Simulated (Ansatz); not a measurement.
# As₂+ (doublet): from a rough start to a minimum

The task is to find a stationary geometry of As₂+ (doublet), check the end point by its vibrations and derive ideal-gas thermochemistry, and look at its orbitals and charge.

Program: Ansatz 0.2.0, Gaussian basis. Level of theory: UKS PBE0-D4/def2-TZVP. These are calculated values, not measurements.

Plan: relaxation at PBE0-D4/def2-TZVP; harmonic vibrations at the same level; a single point in def2-TZVPP for the fields.

**1. Starting geometry**

2 atoms, charge 1, spin multiplicity 2.

Atoms are counted from 1 here; the program's logs count them from 0.

Bond lengths: As1–As2 2.180 Å.

Coordinates:

```xyz
2
As2
As    0.9302   -0.3082    0.4773
As   -0.9302    0.3082   -0.4773
```

The start is a GFN2-xTB geometry.

**2. Optimising with PBE0-D4/def2-TZVP**

File in.yaml:

```yaml
crystal:
  periodic: [false, false, false]
  atoms:
    - {symbol: As, position_ang: [0.930200, -0.308190, 0.477320]}
    - {symbol: As, position_ang: [-0.930200, 0.308190, -0.477320]}
basis:
  gaussian: {orbitals: def2-TZVP}
total_charge: 1
magnetization: {spin_polarized: true, initial_magnetization: 1}
hamiltonian: {xc: pbe0, dispersion: d4}
relax: {f_tol: 0.005, max_steps: 150}
```

On the command line:

```sh
> ansatz run in.yaml --threads 2 --pin off --events-out ev --progress --plain --max-ram 32768MiB --backend cpu
```

The runs that follow: Vibrations by finite differences; Fields at the relaxed geometry.

Before running them: what should the planned runs give, taken together? Wanted: point group; shift from the start; total energy; dispersion term; wavenumber; HOMO, LUMO.

**Answer**, as computed:

| quantity | value |
| --- | --- |
| point group | D∞h |
| steps | 3 |
| shift from the start (rms) | 0.003 Å |
| total energy | -121658.4314 eV |
| dispersion term | -39 meV |
| wavenumber | 406 cm⁻¹ |
| HOMO, LUMO (alpha spin) | -14.02, -9.94 eV |

The relaxed geometry lies 0.003 Å (rms) from the start; As1–As2 went from 2.180 to 2.186 Å. No mode is imaginary: a true minimum at this level. The stiffest mode, 406 cm⁻¹, is an As–As stretch. The largest Mulliken charge, +0.50 e, sits on As2. The alpha HOMO lies mostly on As1, As2 about 50 % each and the LUMO on As1, As2 about 50 % each. The unpaired spin sits mainly on As1, As2 about 50 % each.
